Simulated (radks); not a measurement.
**Taking charge from the 6s level of Tl in fractions**

Aim: follow energy and eigenvalue as charge leaves the 6s level of Tl bit by bit, and test Janak's theorem, Slater's transition state and the straight-line condition.

Method: scalar-relativistic Kohn-Sham, PBE, spin-polarised, spherical densities, finite nucleus; open shells are filled with parallel spins first. Code: radks (a radial shooting solver on a logarithmic mesh, Libxc functionals) version 1.

### 1 The system

```
element            : thallium (Z = 81)
charge             : 0
electrons          : 81
configuration      : [Xe] 4f14 5d10 6s(up 1, down 1) 6p1
nuclear rms radius : 5.4759 fm
```

A shell typed twice in an input gives spin up, then spin down.

### 2 Start: [Xe] 4f14 5d10 6s(up 1, down 1) 6p1

Settings of this run:

```text
Z 81
configuration [Xe] 4f14 5d10 6s1 6s1 6p1
relativity scalar-relativistic
functional pbe,pbe
spin polarised
nucleus finite rms 5.4759 fm
c 137.035999084
```

### 3 0.125 electron removed from 6s

Settings of this run:

```text
Z 81
configuration [Xe] 4f14 5d10 6s1 6s0.875 6p1
relativity scalar-relativistic
functional pbe,pbe
spin polarised
nucleus finite rms 5.4759 fm
c 137.035999084
```

### 4 0.25 electron removed from 6s

Settings of this run:

```text
Z 81
configuration [Xe] 4f14 5d10 6s1 6s0.75 6p1
relativity scalar-relativistic
functional pbe,pbe
spin polarised
nucleus finite rms 5.4759 fm
c 137.035999084
```

### 5 0.375 electron removed from 6s

Settings of this run:

```text
Z 81
configuration [Xe] 4f14 5d10 6s1 6s0.625 6p1
relativity scalar-relativistic
functional pbe,pbe
spin polarised
nucleus finite rms 5.4759 fm
c 137.035999084
```

### 6 0.5 electron removed from 6s

Settings of this run:

```text
Z 81
configuration [Xe] 4f14 5d10 6s1 6s0.5 6p1
relativity scalar-relativistic
functional pbe,pbe
spin polarised
nucleus finite rms 5.4759 fm
c 137.035999084
```

### 7 0.625 electron removed from 6s

Settings of this run:

```text
Z 81
configuration [Xe] 4f14 5d10 6s1 6s0.375 6p1
relativity scalar-relativistic
functional pbe,pbe
spin polarised
nucleus finite rms 5.4759 fm
c 137.035999084
```

### 8 0.75 electron removed from 6s

Settings of this run:

```text
Z 81
configuration [Xe] 4f14 5d10 6s1 6s0.25 6p1
relativity scalar-relativistic
functional pbe,pbe
spin polarised
nucleus finite rms 5.4759 fm
c 137.035999084
```

### 9 0.875 electron removed from 6s

Settings of this run:

```text
Z 81
configuration [Xe] 4f14 5d10 6s1 6s0.125 6p1
relativity scalar-relativistic
functional pbe,pbe
spin polarised
nucleus finite rms 5.4759 fm
c 137.035999084
```

### 10 1 electron removed from 6s

Settings of this run:

```text
Z 81
configuration [Xe] 4f14 5d10 6s1 6s0 6p1
relativity scalar-relativistic
functional pbe,pbe
spin polarised
nucleus finite rms 5.4759 fm
c 137.035999084
```

Q: Predict the outcome of this session. Wanted: for each run, removed; E − E(0); eigenvalue; E minus straight line.

**Answer**, as computed:

```csv
removed (e),E − E(0) (eV),eigenvalue (eV),E minus straight line (eV)
0,0.000,-9.241,0.000
0.125,1.208,-10.100,-0.400
0.25,2.525,-10.987,-0.691
0.375,3.955,-11.896,-0.870
0.5,5.499,-12.824,-0.934
0.625,7.161,-13.770,-0.881
0.75,8.941,-14.731,-0.709
0.875,10.843,-15.705,-0.415
1,12.867,-16.686,0.000
```

**Reading.** Removing the whole electron costs 12.867 eV, against 9.241 eV from minus the starting eigenvalue. Slater's transition state, half an electron removed, gives 12.824 eV. The trapezoid integral of minus the eigenvalue gives 12.872 eV over the range, against 12.867 eV from the energies (Janak's theorem; approximate here, since the scalar-relativistic density holds large components alone). The eigenvalue moves by 7.45 eV per electron. E bends below the straight line by 0.93 eV at 0.5 electron removed.
